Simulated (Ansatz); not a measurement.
# Cl2H6N2OSi2: geometry optimisation

Aim: relax Cl2H6N2OSi2 from a cheap starting geometry.

Program: Ansatz 0.2.0, Gaussian basis. Level of theory: RKS PBE0-D4/def2-TZVP. These are calculated values, not measurements.

The runs, in order: relaxation at PBE0-D4/def2-TZVP.

1 further run of the same task is left out (set aside as unsound or not needed).

### Step 1. The starting structure

SMILES `N[SiH2]O[Si](N)(Cl)Cl`, 13 atoms, charge 0, spin multiplicity 1.

Atoms are counted from 1 here; the program's logs count them from 0.

Bond lengths: N1–Si2 1.715 Å, N1–H8 1.008 Å, N1–H9 1.006 Å, Si2–O3 1.637 Å, Si2–H10 1.463 Å, Si2–H11 1.459 Å, O3–Si4 1.600 Å, Si4–N5 1.714 Å, Si4–Cl6 2.007 Å, Si4–Cl7 2.015 Å, N5–H12 1.005 Å, N5–H13 1.006 Å. Angles: Si2–N1–H8 119.1°, Si2–N1–H9 120.4°, H8–N1–H9 110.6°, N1–Si2–O3 106.6°, N1–Si2–H10 118.4°, N1–Si2–H11 107.8°, O3–Si2–H10 102.0°, O3–Si2–H11 106.2°, H10–Si2–H11 114.7°, Si2–O3–Si4 149.9°, O3–Si4–N5 109.6°, O3–Si4–Cl6 110.2°, O3–Si4–Cl7 105.3°, N5–Si4–Cl6 106.6°, N5–Si4–Cl7 115.3°, Cl6–Si4–Cl7 109.8°, Si4–N5–H12 119.3°, Si4–N5–H13 120.8° and more.

Coordinates:

| atom | x (Å) | y (Å) | z (Å) |
| --- | --- | --- | --- |
| N1 | -0.49914 | 1.19679 | -1.63778 |
| Si2 | -1.37255 | 1.09725 | -0.16569 |
| O3 | -0.43078 | 0.26227 | 0.88098 |
| Si4 | 0.85770 | -0.64284 | 1.16314 |
| N5 | 0.97636 | -1.86288 | -0.03483 |
| Cl6 | 2.52724 | 0.46309 | 1.02314 |
| Cl7 | 0.63742 | -1.30922 | 3.05163 |
| H8 | 0.50344 | 1.29342 | -1.60703 |
| H9 | -0.87900 | 1.70019 | -2.42111 |
| H10 | -1.63092 | 2.33194 | 0.57501 |
| H11 | -2.55093 | 0.27020 | -0.40256 |
| H12 | 0.13573 | -2.26658 | -0.41067 |
| H13 | 1.72542 | -2.53362 | -0.01422 |

The start is a GFN2-xTB geometry.

### Step 2. Relaxation at PBE0-D4/def2-TZVP

Input file in.yaml:

```yaml
crystal:
  periodic: [false, false, false]
  atoms:
    - {symbol: N, position_ang: [-0.499140, 1.196790, -1.637780]}
    - {symbol: Si, position_ang: [-1.372550, 1.097250, -0.165690]}
    - {symbol: O, position_ang: [-0.430780, 0.262270, 0.880980]}
    - {symbol: Si, position_ang: [0.857700, -0.642840, 1.163140]}
    - {symbol: N, position_ang: [0.976360, -1.862880, -0.034830]}
    - {symbol: Cl, position_ang: [2.527240, 0.463090, 1.023140]}
    - {symbol: Cl, position_ang: [0.637420, -1.309220, 3.051630]}
    - {symbol: H, position_ang: [0.503440, 1.293420, -1.607030]}
    - {symbol: H, position_ang: [-0.879000, 1.700190, -2.421110]}
    - {symbol: H, position_ang: [-1.630920, 2.331940, 0.575010]}
    - {symbol: H, position_ang: [-2.550930, 0.270200, -0.402560]}
    - {symbol: H, position_ang: [0.135730, -2.266580, -0.410670]}
    - {symbol: H, position_ang: [1.725420, -2.533620, -0.014220]}
basis:
  gaussian: {orbitals: def2-TZVP}
hamiltonian: {xc: pbe0, dispersion: d4}
relax: {f_tol: 0.005, max_steps: 150}
```

The run is started by

```
> ansatz run in.yaml --threads 2 --pin off --events-out ev --progress --plain --max-ram 22528MiB --backend cuda --devices 0, --max-vram 18GiB
```

Before running them: what should the planned runs give, taken together? Wanted: point group; shift from the start; total energy; dispersion term; dipole moment.

**Answer**, as computed:

| quantity | value |
| --- | --- |
| point group | C1 |
| steps | 79 |
| shift from the start (rms) | 1.507 Å |
| total energy | -45916.4531 eV |
| dispersion term | -389 meV |
| dipole moment | 0.83 D |

In words: The atoms moved 1.51 Å (rms) from the start; the bond that changed most is Si4–Cl7, from 2.015 to 2.062 Å. No vibrations were run, so it is not proven to be a minimum. The largest Mulliken charge, +0.71 e, sits on Si4.
